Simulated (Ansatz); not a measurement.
# CH7InSSi: the cost of one run

Program: Ansatz 0.2.0. Level of theory: RKS B3LYP-D4/def2-SVP. These are calculated values, not measurements.

**1. The system as given**

Bond lengths: In1–Si2 2.957 Å, In1–S3 2.546 Å, In1–C5 2.337 Å, Si2–H6 1.475 Å, Si2–H7 1.474 Å, Si2–H8 1.481 Å, C5–H9 1.089 Å, C5–H10 1.090 Å, C5–H11 1.091 Å. Angles (14 of 15 angles, heavy atoms first): Si2–In1–S3 79.8°, Si2–In1–C5 166.3°, S3–In1–C5 113.9°, In1–Si2–H6 114.5°, In1–Si2–H7 115.9°, In1–Si2–H8 100.4°, In1–C5–H9 111.8°, In1–C5–H10 110.4°, In1–C5–H11 103.0°, H6–Si2–H7 113.9°, H6–Si2–H8 105.0°, H7–Si2–H8 104.9°, H9–C5–H10 110.4°, H9–C5–H11 110.6°.

Coordinates:

```xyz
11

In   -0.0523   -0.4789    0.2247
Si    0.6726    2.2890   -0.5219
S    -1.6325   -0.1121   -1.7371
H    -0.6460    1.3548   -1.4790
C    -0.2208   -2.6006    1.1903
H    -0.3785    3.2893   -0.2593
H     1.3376    2.4499   -1.8278
H     1.7278    2.5687    0.4796
H     0.7495   -3.0905    1.2604
H    -0.6856   -2.5347    2.1735
H    -0.8718   -3.1350    0.4967
```

**2. A restrained relaxation towards end A**

Springs on the bonds that form and break draw the guess towards this end; the thresholds are loose.

input.yaml

```yaml
crystal:
  periodic: [false, false, false]
  atoms:
    - { symbol: In, position_ang: [-0.0523, -0.4789, 0.2247] }
    - { symbol: Si, position_ang: [0.6726, 2.289, -0.5219] }
    - { symbol: S, position_ang: [-1.6325, -0.1121, -1.7371] }
    - { symbol: H, position_ang: [-0.646, 1.3548, -1.479] }
    - { symbol: C, position_ang: [-0.2208, -2.6006, 1.1903] }
    - { symbol: H, position_ang: [-0.3785, 3.2893, -0.2593] }
    - { symbol: H, position_ang: [1.3376, 2.4499, -1.8278] }
    - { symbol: H, position_ang: [1.7278, 2.5687, 0.4796] }
    - { symbol: H, position_ang: [0.7495, -3.0905, 1.2604] }
    - { symbol: H, position_ang: [-0.6856, -2.5347, 2.1735] }
    - { symbol: H, position_ang: [-0.8718, -3.135, 0.4967] }
basis:
  gaussian: { orbitals: def2-SVP }
hamiltonian:
  xc: b3lyp
  dispersion: d4
relax:
  f_tol: 0.15
  max_steps: 25
  restrain:
    - { distance: [3, 1], at: 2.72, k: 30.0 }
    - { distance: [0, 1], at: 2.53, k: 30.0 }
    - { distance: [3, 2], at: 1.36, k: 30.0 }
output:
  orbitals: {}
```

Command:

```
$ ansatz run input.yaml --threads 2 --pin off --max-ram 3072MiB --backend cpu --events-out ev --progress --plain --runs-dir out
```

**Question.** How long does this run take on 2 threads of AMD EPYC 9R45 (Zen 5), shared host, and how much memory does it need?

About 14 s, with a peak of 0.29 GiB.
